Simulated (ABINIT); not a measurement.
# BiS: single point with PBE+D3(BJ)

Crystal: BiS.

```
CELL_PARAMETERS angstrom
3.53723 0.00000 0.00000
0.00000 3.53723 0.00000
0.00000 0.00000 3.53723
ATOMIC_POSITIONS crystal
Bi 0.50000 0.50000 0.50000
S 0.00000 0.00000 0.00000
```

The cell was built by a generator and needn't be a form met in nature.

The cell isn't the ideal one: cell relaxed.

* Program: ABINIT 10.8.3 (patched build)
* Task: single point
* Functional: PBE
* Dispersion: D3(BJ)
* Potentials or basis: PseudoDojo NC SR PBE v0.4.1 standard
* Cutoff: 898 eV
* k mesh: 5 × 5 × 5
* Occupations: fermi-dirac, width 0.05 eV
* Spin: no spin polarisation

| Quantity | Value |
| --- | --- |
| Pressure | 0.0 GPa |
| Band gap on the k mesh | none (metal or under the smearing width) |
| Valence electrons inside the program's atomic spheres | Bi 10.71; S 3.83 |

Levels at points of the mesh, in eV from the Fermi level:
```tsv
k point	band 6	band 7	band 8	band 9	band 10	band 11	band 12	band 13	band 14	band 15
(0.00, 0.00, 0.00)	-15.48	-9.09	-3.18	-3.18	-3.18	3.81	3.81	4.78	4.78	4.78
```

Run time: 10 s on 1 thread of Intel(R) Xeon(R) Platinum 8488C (Sapphire Rapids), on a shared host, peak memory 0.07 GiB.

Caveat: spin-orbit coupling is left out, which moves the levels of the heavy elements; pairwise dispersion overbinds metals, which lowers pressure and volume.
